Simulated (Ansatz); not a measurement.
**C7H3MoNO5: small, medium and large basis sets**

Aim: see how fast density functionals converge with the basis set for C7H3MoNO5.

Computed with Ansatz 0.2.0, Gaussian basis. Level: one geometry, several basis sets.

Levels to be run: PBE0-D4/def2-SVP; ωB97M-V/def2-SVP; PBE0-D4/def2-QZVPP; ωB97M-V/def2-QZVPP; the functionals' def2-TZVPP values are taken from earlier runs.

## Step 1: The relaxed structure

An earlier PBE0-D4 in a triple-zeta def2 set relaxation fixed the geometry. Mo takes the def2 core potential; no spin-orbit term is included.

SMILES `C[N+]#[C][Mo-6]([C]#[O+])([C]#[O+])([C]#[O+])([C]#[O+])[C]#[O+]`, 17 atoms, charge 0, spin multiplicity 1.

Atoms are counted from 1 here; the program's logs count them from 0.

Bond lengths: C1–N2 1.406 Å, C1–H15 1.091 Å, C1–H16 1.091 Å, C1–H17 1.091 Å, N2–C3 1.163 Å, C3–Mo4 2.109 Å, Mo4–C5 2.043 Å, Mo4–C7 2.043 Å, Mo4–C9 2.043 Å, Mo4–C11 2.024 Å, Mo4–C13 2.043 Å, C5–O6 1.139 Å, C7–O8 1.139 Å, C9–O10 1.139 Å, C11–O12 1.141 Å, C13–O14 1.139 Å. Angles: N2–C1–H15 109.9°, N2–C1–H16 109.9°, N2–C1–H17 109.9°, H15–C1–H16 109.1°, H15–C1–H17 109.1°, H16–C1–H17 109.1°, C1–N2–C3 180.0°, N2–C3–Mo4 180.0°, C3–Mo4–C5 89.9°, C3–Mo4–C7 89.9°, C3–Mo4–C9 89.9°, C3–Mo4–C11 180.0°, C3–Mo4–C13 89.9°, C5–Mo4–C7 90.0°, C5–Mo4–C9 90.0°, C5–Mo4–C11 90.1°, C5–Mo4–C13 179.8°, C7–Mo4–C9 179.8° and more.

## Step 2: PBE0-D4 in def2-SVP

Input file in.yaml:

```yaml
crystal:
  periodic: [false, false, false]
  atoms:
    - {symbol: C, position_ang: [-1.229851, 0.634170, 3.213523]}
    - {symbol: N, position_ang: [-0.735374, 0.380358, 1.922081]}
    - {symbol: C, position_ang: [-0.326728, 0.169577, 0.854158]}
    - {symbol: Mo, position_ang: [0.414441, -0.213514, -1.082871]}
    - {symbol: C, position_ang: [-0.728264, 1.312220, -1.817907]}
    - {symbol: O, position_ang: [-1.363995, 2.162253, -2.231368]}
    - {symbol: C, position_ang: [-1.121971, -1.520409, -1.407340]}
    - {symbol: O, position_ang: [-1.977358, -2.249787, -1.591673]}
    - {symbol: C, position_ang: [1.947810, 1.095101, -0.750836]}
    - {symbol: O, position_ang: [2.804082, 1.824089, -0.569142]}
    - {symbol: C, position_ang: [1.125827, -0.581952, -2.942015]}
    - {symbol: O, position_ang: [1.526840, -0.789763, -3.990005]}
    - {symbol: C, position_ang: [1.554399, -1.737668, -0.340380]}
    - {symbol: O, position_ang: [2.191330, -2.588150, 0.070274]}
    - {symbol: H, position_ang: [-1.834278, 1.542821, 3.207679]}
    - {symbol: H, position_ang: [-1.847190, -0.202267, 3.545616]}
    - {symbol: H, position_ang: [-0.399740, 0.762932, 3.910194]}
basis:
  gaussian: {orbitals: def2-SVP}
hamiltonian: {xc: pbe0, dispersion: d4}
output: {orbitals: {seedname: orbitals}}
```

The runs that follow: ωB97M-V in def2-SVP; PBE0-D4 in def2-QZVPP; ωB97M-V in def2-QZVPP.

Q: Predict the results of all the runs planned. Wanted: PBE0-D4: double and triple zeta above quadruple; ωB97M-V: double and triple zeta above quadruple.

The runs gave:

```
                                       quantity           value
PBE0-D4: double and triple zeta above quadruple  23.56, 1.04 eV
ωB97M-V: double and triple zeta above quadruple  24.11, 0.97 eV
```

What this shows: PBE0-D4 gains 22.52 eV from double to triple zeta, then 1.04 eV more. These are total energies; as a rule much of such shifts cancels in differences, which this series doesn't test. The LUMO of ωB97M-V is positive and keeps falling with the basis (0.96 to 0.41 eV): an unbound level that the basis holds in place.
